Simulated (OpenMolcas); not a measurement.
# Pm³⁺ among point charges: CASSCF levels and susceptibility

How does a field of 7 point charges split the states of Pm³⁺, and what χT follows?

Method: state-averaged CASSCF, spin-orbit coupling by RASSI with atomic mean-field integrals. Code: OpenMolcas 26.06.

## (1) The atom as given

| Item | Value |
| --- | --- |
| Species | Pm³⁺ (promethium, Z = 61, 58 electrons) |
| Basis | ANO-RCC-VDZP [7s6p4d2f1g], 68 functions |
| Scalar Hamiltonian | DKH2, point nucleus |
| Inactive shells | 1s 2s 2p 3s 3p 3d 4s 4p 4d 5s 5p |
| Active space | 4 electrons in 7 orbitals (4f) |
| Some configurations of this space | 4f4 |
| Orbitals | optimised for the highest spin of each parity, averaged over all roots |

Outer shells as boxes (Hund's rule):

4f4
```
4f [↑ ][↑ ][↑ ][↑ ][  ][  ][  ]
```

The ion sits among 7 point charges of -2 e arranged as a pentagonal bipyramid (D5h), 3.01 Å from the ion, with the axial distance 3.251 Å.

Each step is its own input file, run in one work folder so that later steps find the files of earlier ones. Labels, J, g values, rates, χT and fits are worked out afterwards by a script from the matrices that RASSI stores.

## (2) Basis and integrals

File a.inp:

```
&GATEWAY
Coord
1

Pm 0.0 0.0 0.0
Basis=ANO-RCC-VDZP
Group=NoSym
NoMove
AngMom=0.0 0.0 0.0
AMFI
XField
7 Angstrom 0
3.010000 0.000000 0.000000 -2.000000
0.930141 2.862680 0.000000 -2.000000
-2.435141 1.769234 0.000000 -2.000000
-2.435141 -1.769234 0.000000 -2.000000
0.930141 -2.862680 0.000000 -2.000000
0.000000 0.000000 3.250800 -2.000000
0.000000 0.000000 -3.250800 -2.000000
&SEWARD
```

Run with:

```
OMP_NUM_THREADS=1 MOLCAS_MEM=2252 MOLCAS_PROJECT=a pymolcas a.inp > a.log
```

## (3) Reference wave functions, quintets, 35 roots

File a.inp:

```
&RASSCF
FileOrb=start.orb
Symmetry=1
Spin=5
nActEl=4 0 0
Inactive=27
Ras2=7
CIRoot=35 35 1
SDav=35
CIMx=300
Iter=120 100
PrWF=0.3
OrbListing=Nothing
MaxOrb=0
>>> COPY $Project.JobIph JOB001
```

start.orb holds the contracted functions of the basis, ordered by shell, or the orbitals of the step before.

## (4) Reference wave functions, triplets, 162 roots

File a.inp:

```
&RASSCF
FileOrb=start.orb
Symmetry=1
Spin=3
nActEl=4 0 0
Inactive=27
Ras2=7
CIRoot=162 162 1
SDav=210
CIMx=300
Iter=120 100
PrWF=0.3
OrbListing=Nothing
MaxOrb=0
CIOnly
>>> COPY $Project.JobIph JOB002
```

## (5) CASSCF: singlets, 162 roots

File a.inp:

```
&RASSCF
FileOrb=start.orb
Symmetry=1
Spin=1
nActEl=4 0 0
Inactive=27
Ras2=7
CIRoot=162 162 1
SDav=196
CIMx=300
Iter=120 100
PrWF=0.3
OrbListing=Nothing
MaxOrb=0
CIOnly
>>> COPY $Project.JobIph JOB003
```

## (6) RASSI: spin-orbit coupling between the states

File a.inp:

```
&RASSI
NrOfJobIphs=3 32 106 31
1 2 3 4 5 6 7 8 9 10 11 12 13 14 15 16 17 18 19 20 21 22 23 24 25 26 27
28 29 30 31 32
1 2 3 4 5 6 7 8 9 10 11 12 13 14 15 16 17 18 19 20 21 22 23 24 25 26 27
28 29 30 31 32 33 34 35 36 37 38 39 40 41 42 43 44 45 46 47 48 49 50 51
52 53 54 55 56 57 58 59 60 61 62 63 64 65 66 67 68 69 70 71 72 73 74 75
76 77 78 79 80 81 82 83 84 85 86 87 88 89 90 91 92 93 94 95 96 97 98 99
100 101 102 103 104 105 106
1 2 3 4 5 6 7 8 9 10 11 12 13 14 15 16 17 18 19 20 21 22 23 24 25 26 27
28 29 30 31
IphNames
JOB001
JOB002
JOB003
EJob
SpinOrbit
DIPRint=1.0
SOCoupling=1000.0
Subsets=2
Property=9
'ANGMOM' 1 'ANGMOM' 2 'ANGMOM' 3 'MLTPL  1' 1 'MLTPL  1' 2 'MLTPL  1' 3
'AMFI' 1 'AMFI' 2 'AMFI' 3
SOProperty=3
'ANGMOM' 1 'ANGMOM' 2 'ANGMOM' 3
```

What does the calculation give? Wanted: spin-free ground state; first state of the same spin within the active space; lowest level; next level.

As calculated:

| quantity | value |
| --- | --- |
| method | CASSCF |
| spin-free ground state | quintet, 2-fold in its orbital part |
| first state of the same spin within the active space | quintet at 5.26 cm⁻¹ |
| lowest level | 2-fold, g = 0.00, 0.00, 4.79 |
| next level | 45.5 cm⁻¹ |
| χT at 300 K | 1.00 cm³ K/mol |
| effective moment at 300 K | 2.82 μB |

In words: The spin-free ground state (quintet) comes to 100 % from free-ion I terms and keeps the highest spin of the shell. The triplets, singlets rest on orbitals optimised for another spin in at least one step, which raises them against the optimised states. Not all states of the active space went into the spin-orbit step. High states of lower spin are left out of the spin-orbit mixing, and CASSCF puts spin-flip levels too high. Point charges carry no covalency, so the field is a model and not that of real ligands.
